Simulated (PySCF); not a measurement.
# RuNH3: relaxation and vibrations of the singlet

The task is one start of a wider search on RuNH3: the singlet, from a tetrahedral start. It is relaxed, tested by its Hessian and followed downhill if it is a saddle.

Program: PySCF 2.14.0. Level of theory: PBE0, basis Ru def2-TZVP with ECP28, N def2-TZVP, H def2-TZVP, scalar-relativistic core potentials, no spin–orbit coupling, density fitting. These are calculated values, not measurements.

## 1. The starting structure

5 atoms, charge 0, spin multiplicity 1.

Bond lengths: Ru1–N2 1.740 Å, Ru1–H3 1.570 Å, Ru1–H4 1.570 Å, Ru1–H5 1.570 Å. Angles: N2–Ru1–H3 109.5°, N2–Ru1–H4 109.5°, N2–Ru1–H5 109.5°, H3–Ru1–H4 109.5°, H3–Ru1–H5 109.5°, H4–Ru1–H5 109.5°.

Coordinates in bohr (charge 0 multiplicity 1):
```
Ru    0.0000    0.0000    0.0000
N     0.0000   -2.6849   -1.8982
H     2.4226    0.0000    1.7127
H    -2.4226    0.0000    1.7127
H     0.0000    2.4226   -1.7127
```

## 2. The SCF at the typed geometry

The steps below are one call of a driver around PySCF. For each, scf.py gives the equivalent set-up of the SCF; relaxations use the driver's own optimiser. After this first run the driver tries any further starts and a stability analysis.

Contents of scf.py:

```python
from pyscf import gto, scf, dft
mol = gto.M(atom='''
Ru     0.000000     0.000000     0.000000
N     -0.000000    -1.420800    -1.004500
H      1.282000     0.000000     0.906300
H     -1.282000     0.000000     0.906300
H      0.000000     1.282000    -0.906300''',
    basis={'Ru': 'def2-TZVP', 'N': 'def2-TZVP', 'H': 'def2-TZVP'},
    ecp={'Ru': 'def2-TZVP'},
    charge=0, spin=0)
mf = dft.RKS(mol, xc='PBE0')
mf.grids.atom_grid = (50, 194)
aux = {'Ru': 'def2-universal-JKFIT', 'N': 'def2-universal-JKFIT', 'H': 'def2-universal-JKFIT'}
mf = mf.density_fit(auxbasis=aux)
mf.conv_tol = 1e-08
mf.diis_space = 10
mf.max_cycle = 60
mf.init_guess = 'minao'
mf.verbose = 4
mf.kernel()
```

The run is started by

```
> OMP_NUM_THREADS=2 python axn.py task.json out
```

The runs that follow: Relaxing the singlet from the tetrahedral start; Relaxing without the symmetry constraint; Is it a minimum? Harmonic modes.

**Question.** What will these runs give? Wanted: minimum; geometry; wavenumbers; dipole moment; highest occupied, lowest empty level; polar-tensor charge of Ru1; zero-point energy; atomisation energy.

**Answer**, as computed:

| quantity | value |
| --- | --- |
| minimum | singlet, Cs |
| geometry | Ru–H 1.559 Å, Ru–H 1.629 Å (×2), Ru–N 1.571 Å; H–Ru–H 83.2° (×2), H–Ru–H 135.3°, H–Ru–N 95.9°, H–Ru–N 111.8° (×2) |
| wavenumbers (cm⁻¹) | 517 (a''), 633 (a''), 663 (a'), 776 (a'), 819 (a'), 1226 (a'), 1965 (a''), 2018 (a'), 2229 (a') |
| dipole moment | 1.81 D |
| highest occupied, lowest empty level | -7.96, -3.57 eV |
| polar-tensor charge of Ru1 | +0.59 e |
| zero-point energy | 64.9 kJ/mol |
| entropy at 298.15 K | 262.3 J/(mol K) |
| atomisation energy (no zero-point energy) | 1256 kJ/mol |

From C3v at the start the molecule goes to a Cs minimum. In the infrared the band at 1965 cm⁻¹ (a'', stretch) leads. Other starts or spin states, not run here, may lie lower.
